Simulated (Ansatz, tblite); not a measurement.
# The cluster Nb3H3Se9: removing and adding an electron

The task here is to estimate one member of a computed series from the others.

The runs use Ansatz 0.2.0, Gaussian basis; as each input shows.

Levels to be run: charge +1 doublet, at the geometry of the singlet (PBE0-D4/def2-TZVP, PBE-D4/def2-TZVP, r2SCAN-D4/def2-TZVP, r2SCAN0-D4/def2-TZVP, BLYP-D4/def2-TZVP, PBE-QIDH/def2-TZVP); charge -1 doublet, at the geometry of the singlet (PBE0-D4/def2-TZVP, PBE-D4/def2-TZVP, r2SCAN-D4/def2-TZVP, r2SCAN0-D4/def2-TZVP, BLYP-D4/def2-TZVP, PBE-QIDH/def2-TZVP); the starting singlet's energies come from earlier runs.

1 further run of the same task is left out (it didn't finish). Runs told in other sessions of the task aren't counted.

## The geometry

The singlet was relaxed beforehand with PBE-D4/def2-SVP.

15 atoms, charge 0, spin multiplicity 1.

Atoms are counted from 1 here; the program's logs count them from 0.

Bond lengths: Nb1–Se4 2.502 Å, Nb1–Se5 2.582 Å, Nb1–Se6 2.772 Å, Nb1–Se7 2.494 Å, Nb1–Se8 2.541 Å, Nb2–Se7 2.491 Å, Nb2–Se8 2.501 Å, Nb2–Se9 2.587 Å, Nb2–Se10 2.821 Å, Nb2–Se11 2.510 Å, Nb3–Se5 2.459 Å, Nb3–Se6 2.555 Å, Nb3–Se9 2.478 Å, Nb3–Se10 2.544 Å, Nb3–Se12 2.502 Å, Se4–H13 1.501 Å, Se6–Se10 2.438 Å, Se11–H14 1.486 Å and more. Angles: Se4–Nb1–Se5 121.6°, Se4–Nb1–Se6 109.1°, Se4–Nb1–Se7 114.1°, Se4–Nb1–Se8 86.7°, Se5–Nb1–Se6 77.8°, Se5–Nb1–Se7 89.1°, Se5–Nb1–Se8 147.7°, Se6–Nb1–Se7 135.3°, Se6–Nb1–Se8 78.2°, Se7–Nb1–Se8 93.0°, Se7–Nb2–Se8 94.0°, Se7–Nb2–Se9 90.6°, Se7–Nb2–Se10 133.6°, Se7–Nb2–Se11 100.8°, Se8–Nb2–Se9 146.7°, Se8–Nb2–Se10 78.2°, Se8–Nb2–Se11 97.1°, Se9–Nb2–Se10 74.8° and more.

Nb takes a core potential in the def2 sets. No spin-orbit coupling is included.

The first run:

Contents of in.yaml:

```yaml
crystal:
  periodic: [false, false, false]
  atoms:
    - {symbol: Nb, position_ang: [-1.501798, -0.643074, 0.112818]}
    - {symbol: Nb, position_ang: [0.136470, 1.714043, 0.082162]}
    - {symbol: Nb, position_ang: [1.734254, -1.214821, 0.084021]}
    - {symbol: Se, position_ang: [-3.878206, -1.161116, -0.475028]}
    - {symbol: Se, position_ang: [-0.023586, -2.330833, 1.391661]}
    - {symbol: Se, position_ang: [0.157476, -1.602924, -1.888905]}
    - {symbol: Se, position_ang: [-1.246753, 0.955090, 2.010238]}
    - {symbol: Se, position_ang: [-1.637644, 1.219775, -1.609849]}
    - {symbol: Se, position_ang: [2.285561, 0.892667, 1.265598]}
    - {symbol: Se, position_ang: [1.603964, 0.359945, -1.909993]}
    - {symbol: Se, position_ang: [-0.224623, 4.195837, 0.191276]}
    - {symbol: Se, position_ang: [3.623519, -2.846391, 0.259966]}
    - {symbol: H, position_ang: [-3.847784, -2.199418, 0.608863]}
    - {symbol: H, position_ang: [-1.698954, 4.321338, 0.056954]}
    - {symbol: H, position_ang: [4.490505, -1.700717, -0.155084]}
basis:
  gaussian: {orbitals: def2-TZVP, fitting: {mean_field: def2-universal-jkfit}}
total_charge: 1
magnetization: {spin_polarized: true, initial_magnetization: 1}
hamiltonian: {xc: pbe0, dispersion: d4}
scf: {omitted_lower_state_checks: [starts]}
output: {orbitals: {seedname: orbitals}}
```

Started as:

```console
$ ansatz run in.yaml --threads 2 --pin off --events-out ev --progress --plain --max-ram 32768MiB --backend cuda --devices 0, --max-vram 18GiB
```

Steps of the session up to this table: Charge +1 doublet at the fixed geometry, PBE0-D4/def2-TZVP; Charge +1 doublet at the fixed geometry, PBE-D4/def2-TZVP; Charge +1 doublet at the fixed geometry, r2SCAN-D4/def2-TZVP; Charge +1 doublet at the fixed geometry, r2SCAN0-D4/def2-TZVP; Charge +1 doublet at the fixed geometry, BLYP-D4/def2-TZVP; Charge +1 doublet at the fixed geometry, PBE-QIDH/def2-TZVP; Charge -1 doublet at the fixed geometry, PBE0-D4/def2-TZVP; Charge -1 doublet at the fixed geometry, PBE-D4/def2-TZVP; Charge -1 doublet at the fixed geometry, r2SCAN-D4/def2-TZVP; Charge -1 doublet at the fixed geometry, r2SCAN0-D4/def2-TZVP; Charge -1 doublet at the fixed geometry, BLYP-D4/def2-TZVP; Charge -1 doublet at the fixed geometry, PBE-QIDH/def2-TZVP.

One table of the session follows, with a row left open; its other results are not shown here.

It belongs to the step «Vertical electron affinity». Beside −ε(LUMO) of the starting state:

| level | −ε(LUMO) (eV) | by difference (eV) | mismatch (eV) |
| --- | --- | --- | --- |
| PBE-D4/def2-TZVP | 4.35 | 2.66 | +1.69 |
| BLYP-D4/def2-TZVP | 4.17 | 2.50 | +1.68 |
| r2SCAN-D4/def2-TZVP | ? | ? | ? |
| PBE0-D4/def2-TZVP | 3.89 | 2.87 | +1.03 |
| r2SCAN0-D4/def2-TZVP | 3.94 | 2.98 | +0.96 |

**Question.** Estimate the row for r2SCAN-D4/def2-TZVP.

As computed: −ε(LUMO) (eV): 4.42; by difference (eV): 2.78; mismatch (eV): +1.64. In the column «−ε(LUMO) (eV)» it is the highest.
